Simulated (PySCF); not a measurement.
# C2H7NOSi: the cost of one run

Computed with PySCF 2.14.0, with density-fitted response routines of our own, on a single molecule in the gas phase. Atoms count from 0, in the outputs and in this text.

## (1) Starting geometry

12 atoms, charge 0, multiplicity 1; geometry from: GFN2-xTB. The atoms were then displaced at random by about 0.01 Å, so the start is not that level's minimum.

Bonds of the start (Å): C0–C1 1.51, C1–N2 1.26, N2–Si3 1.67, Si3–O4 1.64, C0–H5 1.10, C0–H6 1.06, C0–H7 1.10, C1–H8 1.12, Si3–H9 1.47, Si3–H10 1.48, O4–H11 0.94.

## (2) Optimising the geometry at PBE0-D3(BJ)/def2-SVP

Job settings and geometry (Å):

```
{"job": {"xc": "PBE0", "basis": "def2-SVP", "d3": "d3bj", "grid": 1, "shake": 0.01, "kind": "geom"}, "charge": 0, "multiplicity": 1}
C      2.222910    -0.058470    -0.176390
C      0.852360    -0.183990     0.442980
N     -0.219270    -0.060220    -0.217480
Si    -1.843300    -0.210210     0.156420
O     -2.624090     1.062340    -0.517490
H      2.745590     0.774160     0.310760
H      2.779630    -0.954480    -0.042470
H      2.125180     0.189230    -1.245990
H      0.876230    -0.393080     1.542370
H     -2.247300    -1.472260    -0.481550
H     -2.318850    -0.129060     1.557690
H     -2.309410     1.407780    -1.337870
```

On the command line:

```sh
$ OMP_NUM_THREADS=1 python probes_run.py task.json out
```

The driver reads the jobs from task.json and runs them one after another.

Q: Estimate the wall time and peak memory of this first job on 1 thread of Arm Neoverse N1, shared host.

About 86 s, with a peak of 0.44 GiB.
